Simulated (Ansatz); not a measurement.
C4H10GeO, SMILES C=[C](C)[GeH2][O]C, a comparison of dispersion corrections

Program: the Ansatz DFT code, driven from Python.

`disp_c4h10geo.py`
```python
# -*- coding: utf-8 -*-
import ansatz

config = {
    'basis_set': 'def2-SVP',
}

geometry_ang = [
    ('C', [-1.0313, -1.4747, 0.2962]),
    ('C', [-1.0962, -0.2403, -0.2125]),
    ('C', [-2.2653, 0.1734, -1.0565]),
    ('Ge', [0.3234, 1.015, 0.1453]),
    ('O', [1.8667, 0.3785, -0.5325]),
    ('C', [2.6863, 0.0026, 0.543]),
    ('H', [-0.1887, -1.7781, 0.909]),
    ('H', [-1.8208, -2.1959, 0.1064]),
    ('H', [-2.1546, 1.2254, -1.3922]),
    ('H', [-3.2037, 0.0864, -0.469]),
    ('H', [-2.3322, -0.4787, -1.9529]),
    ('H', [-0.0009, 2.3728, -0.528]),
    ('H', [0.4287, 1.2364, 1.6775]),
    ('H', [2.9429, 0.8806, 1.1765]),
    ('H', [3.6348, -0.4054, 0.1378]),
    ('H', [2.2108, -0.7981, 1.1518]),
]
molecule = ansatz.Crystal.molecule()
for symbol, xyz in geometry_ang:
    molecule = molecule.atom(symbol, xyz)

setup = molecule.calculation().basis(gaussian=config['basis_set'])
for name in ['r2scan', 'pbe']:
    for correction in ('d3bj', 'd4'):
        report = setup.functional(name, dispersion=correction).run(threads=1).report
        print(f'{name:8s} {correction:5s} total {report["free_energy_ev"]:.5f} eV, of which dispersion {1000 * report["dispersion"]["energy"]["ev"]:.2f} meV')
```

```console
$ python disp_c4h10geo.py
DeckWarning: the engine holds no damping parameters fitted to this dispersion correction and functional, so the run takes those fitted to r2scan beside the three-body term, which d3bj leaves out (hamiltonian.dispersion, under Limitations)
r2scan   d3bj  total -62859.83480 eV, of which dispersion -105.45 meV
r2scan   d4    total -62859.82171 eV, of which dispersion -92.36 meV
pbe      d3bj  total -62847.12116 eV, of which dispersion -355.85 meV
pbe      d4    total -62847.11816 eV, of which dispersion -352.85 meV
```
(Warnings from the package without file and line.)

What to keep in mind:
- The settings weren't tested for convergence.
- The geometry is a force-field or estimated start, not a minimum of this method, and the basis set is short of its limit. D4 holds the three-body term, and d3bj doesn't.
- A dispersion term here runs with damping parameters fitted for another variant or functional.
- Timing: 37 s on 1 thread of Arm Neoverse V1, with other jobs on the host, peak memory 0.3 GiB.
